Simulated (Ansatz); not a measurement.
# MgV2O6: properties at the relaxed cell

One table from this session's results is given with a row withheld; the runs are named, their logs left out.

Program: Ansatz 0.2.0. Level of theory: DFT PBEsol, scalar-relativistic, plane waves, PAW. These are calculated values, not measurements.

1 further run of the same task is left out (set aside as unsound or not needed). Runs told in other sessions of the task aren't counted.

## The starting structure

The structure is monoclinic, space group C2/m (No. 12). The conventional cell has a = 9.276 Å, b = 3.460 Å, c = 6.709 Å, α = 90.00°, β = 112.84°, γ = 90.00°. Mg (site symmetry 2/m) has 6 O at 2.04 to 2.18 Å in its first shell of neighbours. V (site symmetry m) is surrounded by 5 O at 1.67 to 2.13 Å. O (site symmetry m) is surrounded by 1 V at 1.67 Å and 1 Mg at 2.04 Å. O (site symmetry m) is surrounded by 3 V at 1.83 to 2.13 Å. Around O (site symmetry m) lie 1 V at 1.67 Å and 2 Mg at 2.18 Å.

As a file:

```cif
data_structure
_symmetry_space_group_name_H-M 'P 1'
_symmetry_Int_Tables_number 1
_cell_length_a 4.9502
_cell_length_b 4.9502
_cell_length_c 6.7095
_cell_angle_alpha 111.331
_cell_angle_beta 111.331
_cell_angle_gamma 40.910
_cell_volume 99.22
loop_
_atom_site_label
_atom_site_type_symbol
_atom_site_fract_x
_atom_site_fract_y
_atom_site_fract_z
_atom_site_occupancy
Mg1 Mg 0.00000 0.00000 0.00000 1
V1 V 0.80977 0.80977 0.34760 1
V2 V 0.19023 0.19023 0.65240 1
O1 O 0.96545 0.96545 0.28166 1
O2 O 0.03455 0.03455 0.71834 1
O3 O 0.69101 0.69101 0.56211 1
O4 O 0.30899 0.30899 0.43789 1
O5 O 0.65339 0.65339 0.11414 1
O6 O 0.34661 0.34661 0.88586 1
```

It is the result of an earlier relaxation at this level (volume 11.02 Å³/atom; gap on the mesh: 2.63 eV).

Set-up of the first run:

Contents of input.yaml:

```yaml
crystal:
  lattice:
    - [4.591031622, -1.7124842679, -0.0403296176]
    - [4.591031622, 1.7124842679, -0.0403296176]
    - [-2.5246619558, 0.0, 6.1431708655]
  atoms:
    - { symbol: Mg, position: [0.0, 0.0, 0.0] }
    - { symbol: V, position: [0.8097663747, 0.8097663747, 0.3475976082] }
    - { symbol: V, position: [0.1902336253, 0.1902336253, 0.6524023918] }
    - { symbol: O, position: [0.9654479073, 0.9654479073, 0.2816576473] }
    - { symbol: O, position: [0.0345520927, 0.0345520927, 0.7183423527] }
    - { symbol: O, position: [0.6910086095, 0.6910086095, 0.5621122996] }
    - { symbol: O, position: [0.3089913905, 0.3089913905, 0.4378877004] }
    - { symbol: O, position: [0.6533862529, 0.6533862529, 0.1141390613] }
    - { symbol: O, position: [0.3466137471, 0.3466137471, 0.8858609387] }
basis:
  ecutwfc: 420
kpoints:
  mp_grid: { grid: [8, 8, 4] }
hamiltonian:
  xc: pbesol
scf:
  occupations: { method: gaussian, width: 0.02 }
output:
  forces: true
  stress: true
  eigenvalues: true
relax:
  adjacent_minimum: "off"
  f_tol: 0.01
  max_steps: 30
  cell: { stress_tol: 0.1, fix: [volume] }
```

Command:

```
$ ansatz run input.yaml --threads 2 --pin off --max-ram 5120MiB --backend cpu --events-out ev --progress --plain --runs-dir out
```

Steps of the session up to this table: Point at V/V0 = 0.97; The cell scaled to 1.03 of its volume; Volume × 0.94; Volume × 1.06.

One table of the session follows, with a row left open; its other results are not shown here.

It belongs to the step «Energy against volume». 

| volume (Å³/atom) | energy above the lowest point (meV/atom) | pressure (GPa) | gap on the mesh (eV) |
| --- | --- | --- | --- |
| 10.363 | 10.2 | 5.96 | 2.56 |
| 10.694 | ? | ? | ? |
| 11.025 | 0.0 | -0.01 | 2.63 |
| 11.356 | 0.7 | -0.51 | 2.71 |
| 11.686 | 1.6 | -0.39 | 2.75 |

Q: Estimate the row for volume (Å³/atom) = 10.694 from the others.

Worked estimate for «energy above the lowest point (meV/atom)». A straight line through the neighbours (10.363, 10.2) and (11.025, 0.0) gives 10.2 + (0.0 − 10.2) × (10.694 − 10.363) / (11.025 − 10.363) = 5.1; a parabola fitted to 3 rows on both sides gives 3.2.

The run gave: energy above the lowest point (meV/atom): 2.0; pressure (GPa): 2.27; gap on the mesh (eV): 2.59. In «energy above the lowest point (meV/atom)» the line misses by +3.1 and the parabola by +1.2.
